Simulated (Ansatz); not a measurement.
# SiGeF6: a ladder of functionals and wavefunction methods

An exercise on one series of results from a longer session: the logs are not shown, and one member is left open.

Method: functionals in def2-TZVPP, the program's frozen cores in correlated methods; program: Ansatz 0.2.0, Gaussian basis.

Levels to be run: LDA (SPW92), PBE-D4, revPBE-D4, BLYP-D4, r2SCAN-D4, B97M-V, PBE0-D4, B3LYP-D4, r2SCANh-D4, r2SCAN0-D4, HSE06-D4, BHLYP-D4, CAM-B3LYP-D4, LC-ωPBE, ωB97X-V, ωB97M-V, B2PLYP, PBE-QIDH; CCSD(T)/def2-SVP; MP2/def2-TZVPP; MP2/def2-QZVPP; RPA on PBE.

## The geometry

All runs share one geometry, relaxed beforehand with PBE0-D4 in a triple-zeta def2 set.

SMILES `F[Si](F)(F)[Ge]([F])([F])[F]`, 8 atoms, charge 0, spin multiplicity 1.

Atoms are counted from 1 here; the program's logs count them from 0.

Bond lengths: F1–Si2 1.568 Å, Si2–F3 1.568 Å, Si2–F4 1.568 Å, Si2–Ge5 2.381 Å, Ge5–F6 1.711 Å, Ge5–F7 1.711 Å, Ge5–F8 1.711 Å. Angles: F1–Si2–F3 109.4°, F1–Si2–F4 109.4°, F1–Si2–Ge5 109.5°, F3–Si2–F4 109.4°, F3–Si2–Ge5 109.5°, F4–Si2–Ge5 109.5°, Si2–Ge5–F6 112.6°, Si2–Ge5–F7 112.6°, Si2–Ge5–F8 112.6°, F6–Ge5–F7 106.2°, F6–Ge5–F8 106.2°, F7–Ge5–F8 106.2°.

Set-up of the first run:

in.yaml

```yaml
crystal:
  periodic: [false, false, false]
  atoms:
    - {symbol: F, position_ang: [0.726555, -1.659303, 1.426469]}
    - {symbol: Si, position_ang: [0.900728, -0.866614, 0.085320]}
    - {symbol: F, position_ang: [0.796989, -1.858881, -1.123825]}
    - {symbol: F, position_ang: [2.305514, -0.171121, 0.069775]}
    - {symbol: Ge, position_ang: [-0.806172, 0.783330, -0.091582]}
    - {symbol: F, position_ang: [-0.769486, 1.908069, 1.197433]}
    - {symbol: F, position_ang: [-0.684673, 1.701854, -1.530174]}
    - {symbol: F, position_ang: [-2.377354, 0.105566, -0.089116]}
basis:
  gaussian: {orbitals: def2-TZVPP}
hamiltonian: {xc: lda}
output: {orbitals: {seedname: orbitals}}
```

Launch:

```
$ ansatz run in.yaml --threads 4 --pin off --events-out ev --progress --plain --max-ram 11315MiB
```

Steps of the session up to this table: LDA; PBE-D4 (GGA); revPBE-D4 (GGA); BLYP-D4 (GGA); r2SCAN-D4 (meta-GGA); B97M-V (meta-GGA); PBE0-D4 (hybrid); B3LYP-D4 (hybrid); r2SCANh-D4 (hybrid); r2SCAN0-D4 (hybrid); HSE06-D4 (hybrid); BHLYP-D4 (hybrid); CAM-B3LYP-D4 (range-separated); LC-ωPBE (range-separated); ωB97X-V (range-separated); ωB97M-V (range-separated); B2PLYP (double hybrid); PBE-QIDH (double hybrid).

One table of the session follows, with a row left open; its other results are not shown here.

It belongs to the step «Frontier levels by functional». 

```
  functional  HOMO (eV)  gap (eV)
 LDA (SPW92)      -9.28      6.88
      PBE-D4      -9.02      6.99
   revPBE-D4      -8.92      7.05
     BLYP-D4      -8.94      6.98
   r2SCAN-D4      -9.43      7.61
      B97M-V      -9.51      7.63
     PBE0-D4     -10.62      9.39
    B3LYP-D4          ?         ?
  r2SCANh-D4     -10.02      8.49
  r2SCAN0-D4     -10.90      9.79
    HSE06-D4     -10.21      8.61
    BHLYP-D4     -12.15     11.78
CAM-B3LYP-D4     -12.05     11.85
     LC-ωPBE     -13.25     14.31
     ωB97X-V     -12.94     13.86
     ωB97M-V     -12.77     13.44
```

Estimate the missing values for B3LYP-D4.

Worked estimate for «HOMO (eV)». Against the share of exact exchange, BLYP-D4 (0, -8.94), BHLYP-D4 (0.5, -12.15) give a slope of -6.42 per unit share; at 0.2 the line stands at -10.22.

**Answer.** HOMO (eV): -10.40; gap (eV): 8.95. In «HOMO (eV)» the line misses by +0.18.
